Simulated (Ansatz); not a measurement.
# TiCl+ (triplet): wave-function methods side by side, def2-TZVPP

One table from this session's results is given with a row withheld; the runs are named, their logs left out.

Program: Ansatz 0.2.0, Gaussian basis. Level of theory: def2-TZVPP, core rule «outside noble gas», up to 14 orbitals frozen. These are calculated values, not measurements.

Plan: UHF; CCSD(T) on ROHF; CCSD(T) on UHF; CCSDT(Q) on ROHF; CCSDT(Q) on UHF.

9 further runs of the same task are left out: 6 for a known fault of the program, 3 set aside as unsound or not needed.

### The geometry

The geometry is a PBE0/def2-TZVP stationary point (not a proven minimum) of the parent state, kept for this charge and spin.

2 atoms, charge 1, spin multiplicity 3.

Atoms are counted from 1 here; the program's logs count them from 0.

Bond lengths: Ti1–Cl2 2.611 Å.

Coordinates:

```
Ti    0.00000    0.00000    0.00000
Cl    0.00000    0.00000    2.61120
```

Set-up of the first run:

Contents of in.yaml:

```yaml
crystal:
  periodic: [false, false, false]
  atoms:
    - {symbol: Ti, position_ang: [0.000000, 0.000000, 0.000000]}
    - {symbol: Cl, position_ang: [0.000000, 0.000000, 2.611200]}
basis:
  gaussian: {orbitals: def2-TZVPP}
total_charge: 1
magnetization: {spin_polarized: true, initial_magnetization: 2}
hamiltonian: {xc: hf}
output: {orbitals: {seedname: orbitals}}
```

On the command line:

```
$ ansatz run in.yaml --threads 1 --pin off --events-out ev --progress --plain --max-ram 2560MiB --backend cpu
```

Steps of the session up to this table: UHF; CCSD(T) on ROHF; CCSD(T) on UHF; CCSDT(Q) on ROHF; CCSDT(Q) on UHF.

One table of the session follows, with a row left open; its other results are not shown here.

| method | from RCCSDT(Q) (kcal/mol) |
| --- | --- |
| ROHF | +157.37 |
| UHF | +154.30 |
| RMP2 | +20.96 |
| UMP2 | +18.15 |
| RCCSD | +8.31 |
| UCCSD | +5.76 |
| RCCSD(T) | +1.32 |
| UCCSD(T) | -1.13 |
| RCCSDT | +0.48 |
| UCCSDT | ? |
| RCCSDT(Q) | 0 |
| UCCSDT(Q) | -2.31 |

Q: Estimate the row for UCCSDT from the others.

**Answer.** from RCCSDT(Q) (kcal/mol): -1.79. In the column «from RCCSDT(Q) (kcal/mol)» it lies between UCCSDT(Q) (-2.31) and UCCSD(T) (-1.13).

Limits of these values: Restricted and unrestricted rows rest on different reference determinants; where their highest levels disagree by more than a few hundredths of an eV, they describe different states and don't form one ladder.
